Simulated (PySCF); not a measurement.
**One shape, several levels: CH3AlF2 (SMILES [CH3][Al]([F])[F])**

Wanted: a comparison of 5 runs (HF/STO-3G, HF/def2-SVP, CAM-B3LYP/6-311+G**, MP2/6-31G*, MP2/def2-TZVP) of CH3AlF2. Input form: a Python script.

The calculation is run with PySCF 2.14.0.

## Step 1: The molecule

The species is CH3AlF2 (7 atoms), meant as a singlet with charge 0. SMILES: `[CH3][Al]([F])[F]`. The coordinates come from a PBE0-D4/def2-TZVP relaxation.

Bond lengths: C1–Al2 1.926 Å, Al2–F3 1.644 Å, Al2–F4 1.644 Å, C1–H5 1.091 Å, C1–H6 1.093 Å, C1–H7 1.093 Å. Angles: C1–Al2–F3 121.5°, C1–Al2–F4 122.4°, F3–Al2–F4 116.1°, Al2–C1–H5 111.8°, Al2–C1–H6 110.6°, Al2–C1–H7 110.6°, H5–C1–H6 108.4°, H5–C1–H7 108.4°, H6–C1–H7 106.8°.

## Step 2: Energy and gradient at HF/STO-3G (run 1)

File job.py:

```python
# [CH3][Al]([F])[F]
import pyscf.grad
from pyscf import gto, scf

mol = gto.Mole()
mol.atom = '''
C     -0.479235     1.560725    -0.451078
Al     0.553879    -1.806956     0.463928
F      2.859534    -2.304521     2.485935
F     -0.800110    -4.341835    -0.715450
H     -2.032967     1.542017    -1.806767
H     -1.083569     2.616326     1.219062
H      1.098120     2.605743    -1.281612
'''
mol.verbose = 4
mol.unit = 'bohr'
mol.max_memory = 1860
mol.basis = 'sto-3g'
mol.build()

myscf = scf.RHF(mol)
myscf.conv_tol = 1e-10
myscf.kernel()
if not myscf.converged:
    myscf = myscf.newton().run(myscf.mo_coeff, myscf.mo_occ)

e_final = myscf.e_tot
print('E(%s) = %.9f' % ('HF', e_final))
grad = myscf.Gradients().kernel()
dip = myscf.dip_moment()
pop, q = myscf.mulliken_pop()
```

Launch:

```bash
$ OMP_NUM_THREADS=1 python job.py
```

Output:

```text
PySCF version 2.14.0

[... 59 lines left out ...]
converged SCF energy = -474.346263175284
[... 14 lines left out ...]
Dipole moment(X, Y, Z, Debye): -0.25334,  0.77207, -0.22433
[... 35 lines left out ...]
charge of    6H =      0.03349
```

Wall time 1 s (1 thread of Arm Neoverse V2, shared host); peak memory 0.12 GiB.

## Step 3: Energy and gradient at HF/def2-SVP (run 2)

File job.py:

```python
import pyscf.grad
from pyscf import gto, scf

molecule = gto.M(
    atom='''
C       -0.253600       0.825900      -0.238700
Al       0.293100      -0.956200       0.245500
F        1.513200      -1.219500       1.315500
F       -0.423400      -2.297600      -0.378600
H       -1.075800       0.816000      -0.956100
H       -0.573400       1.384500       0.645100
H        0.581100       1.378900      -0.678200
''',
    spin=0,
    max_memory=1860,
    verbose=3,
    basis='def2-svp',
)

mf = scf.RHF(molecule)
mf.conv_tol = 1e-10
mf.kernel()
if not mf.converged:
    mf = mf.newton().run(mf.mo_coeff, mf.mo_occ)

e_final = mf.e_tot
print('E(%s) = %.9f' % ('HF', e_final))
grad = mf.Gradients().kernel()
dip = mf.dip_moment()
pop, q = mf.mulliken_pop()
```

Launch:

```bash
$ OMP_NUM_THREADS=1 python job.py
```

Output:

```text
converged SCF energy = -480.306560221744
[... 11 lines left out ...]
Dipole moment(X, Y, Z, Debye): -0.64932,  2.11223, -0.57543
[... 83 lines left out ...]
charge of    6H =      0.07030
```

Run time: 2.7 s. Hardware: 1 thread of Arm Neoverse V2, shared host; peak memory 0.15 GiB.

Runs 3 to 4 aren't shown in full; the table further down has their settings and results.

## Step 4: Energy and gradient at MP2/def2-TZVP (run 5)

File input.xyz:

```xyz
7

C     -0.253600     0.825900    -0.238700
Al     0.293100    -0.956200     0.245500
F      1.513200    -1.219500     1.315500
F     -0.423400    -2.297600    -0.378600
H     -1.075800     0.816000    -0.956100
H     -0.573400     1.384500     0.645100
H      0.581100     1.378900    -0.678200
```

File run.py:

```python
import pyscf.grad
from pyscf import gto, scf, mp

mol = gto.M(
    atom='input.xyz',
    verbose=3,
    max_memory=1860,
    basis='def2-tzvp',
    spin=0,
)

calc0 = scf.RHF(mol)
calc0.conv_tol = 1e-10
calc0.kernel()
if not calc0.converged:
    calc0 = calc0.newton().run(calc0.mo_coeff, calc0.mo_occ)

pt = mp.MP2(calc0, frozen=8).run()
e_final = pt.e_tot
print(f'total energy: {e_final:.8f} hartree')
grad = pt.Gradients().kernel()
dip = calc0.dip_moment()
pop, q = calc0.mulliken_pop()
```

Launch:

```bash
$ OMP_NUM_THREADS=1 python run.py
```

Output:

```text
converged SCF energy = -480.695453021029
[... 2 lines left out ...]
total energy: -481.44327905 hartree
[... 10 lines left out ...]
Dipole moment(X, Y, Z, Debye): -0.64889,  2.07075, -0.57474
[... 156 lines left out ...]
charge of    6H =      0.13578
```

Wall time 52 s (1 thread of Arm Neoverse V2, shared host); peak memory 2 GiB.

## Step 5: The series

```csv
run,level,integration grid,frozen core orbitals,energy (Eh),dipole moment (D) of the reference,HOMO energy (eV),LUMO energy (eV),wall time
1,HF/STO-3G,–,–,-474.346263,0.84,-9.12,9.70,1 s
2,HF/def2-SVP,–,–,-480.306560,2.28,-12.63,2.41,2.7 s
3,CAM-B3LYP/6-311+G**,5,–,-482.209740,2.45,-10.87,-0.27,50 s
4,MP2/6-31G* (spherical functions),–,8,-481.085082,2.20,-12.49,2.51,5.7 s
5,MP2/def2-TZVP,–,8,-481.443279,2.24,-12.58,2.13,52 s
```

## Step 6: What came out

```
                                          quantity          value
                               run 5: total energy  -481.44328 Eh
       run 5: dipole moment (Hartree–Fock density)         2.24 D
        run 5: HOMO energy (Hartree–Fock orbitals)      -12.58 eV
        run 5: LUMO energy (Hartree–Fock orbitals)        2.13 eV
      run 5: HOMO–LUMO gap (Hartree–Fock orbitals)       14.71 eV
run 5: correlation energy (8 core orbitals frozen)     -747.8 mEh
                   run 5: largest force on an atom     0.205 eV/Å
```

In words: Over runs 1, 2, 3 the dipole moment (its size) runs from 0.84 D (HF/STO-3G) to 2.45 D (CAM-B3LYP/6-311+G**). The two ends differ in method and basis. Over runs 1, 2, 3 the HOMO–LUMO gap runs from 10.60 eV (CAM-B3LYP/6-311+G**) to 18.82 eV (HF/STO-3G). In run 1 the basis is minimal, so the values are rough. All runs together took 1.9 min, the longest 52 s.
